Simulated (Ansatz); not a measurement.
# C2H5ClOSi: small, medium and large basis sets

The task here is to estimate one member of a computed series from the others.

Program: Ansatz 0.2.0, Gaussian basis. Level of theory: one geometry, several basis sets. These are calculated values, not measurements.

The runs, in order: PBE0-D4/def2-SVP; ωB97M-V/def2-SVP; PBE0-D4/def2-QZVPP; ωB97M-V/def2-QZVPP; the functionals' def2-TZVPP values are taken from earlier runs.

## The geometry

All runs share one geometry, relaxed beforehand with PBE0-D4 in a triple-zeta def2 set.

10 atoms, charge 0, spin multiplicity 1.

Atoms are counted from 1 here; the program's logs count them from 0.

Bond lengths: C1–C2 1.495 Å, C1–H6 1.090 Å, C1–H7 1.092 Å, C1–H8 1.094 Å, C2–Cl3 1.784 Å, C2–O4 1.437 Å, C2–Si5 1.816 Å, O4–Si5 1.675 Å, Si5–H9 1.476 Å, Si5–H10 1.479 Å. Angles: C2–C1–H6 110.5°, C2–C1–H7 110.0°, C2–C1–H8 109.8°, H6–C1–H7 109.0°, H6–C1–H8 108.8°, H7–C1–H8 108.7°, C1–C2–Cl3 111.3°, C1–C2–O4 114.4°, C1–C2–Si5 128.5°, Cl3–C2–O4 111.9°, Cl3–C2–Si5 117.7°, O4–C2–Si5 60.7°, C2–O4–Si5 70.9°, C2–Si5–O4 48.4°, C2–Si5–H9 121.3°, C2–Si5–H10 122.4°, O4–Si5–H9 117.1°, O4–Si5–H10 115.6° and more.

Set-up of the first run:

Contents of in.yaml:

```yaml
crystal:
  periodic: [false, false, false]
  atoms:
    - {symbol: C, position_ang: [-0.995193, -0.993747, 0.067052]}
    - {symbol: C, position_ang: [0.253370, -0.215692, 0.334648]}
    - {symbol: Cl, position_ang: [1.018362, -0.726127, 1.863298]}
    - {symbol: O, position_ang: [1.190439, -0.203105, -0.754588]}
    - {symbol: Si, position_ang: [0.768961, 1.373436, -0.376516]}
    - {symbol: H, position_ang: [-1.707450, -0.865288, 0.882195]}
    - {symbol: H, position_ang: [-1.454128, -0.654877, -0.863878]}
    - {symbol: H, position_ang: [-0.755350, -2.056533, -0.027264]}
    - {symbol: H, position_ang: [1.797890, 2.207578, 0.274430]}
    - {symbol: H, position_ang: [-0.033702, 2.083055, -1.396478]}
basis:
  gaussian: {orbitals: def2-SVP}
hamiltonian: {xc: pbe0, dispersion: d4}
output: {orbitals: {seedname: orbitals}}
```

Command:

```sh
ansatz run in.yaml --threads 4 --pin off --events-out ev --progress --plain --max-ram 10444MiB
```

Among the steps run: PBE0-D4 in def2-SVP; ωB97M-V in def2-SVP; PBE0-D4 in def2-QZVPP; ωB97M-V in def2-QZVPP.

One of the session's tables, all rows but one given; the rest of the session is left out.

It belongs to the step «Functionals by basis». 

| functional | basis | HOMO (eV) |
| --- | --- | --- |
| PBE0-D4 | def2-SVP | -7.28 |
| PBE0-D4 | def2-TZVPP | -7.38 |
| PBE0-D4 | def2-QZVPP | -7.41 |
| ωB97M-V | def2-SVP | ? |
| ωB97M-V | def2-TZVPP | -9.57 |
| ωB97M-V | def2-QZVPP | -9.60 |

Q: Estimate the row for ωB97M-V, def2-SVP from the others.

The run gave: HOMO (eV): -9.43. In the column «HOMO (eV)» it lies between ωB97M-V, def2-TZVPP (-9.57) and PBE0-D4, def2-QZVPP (-7.41).
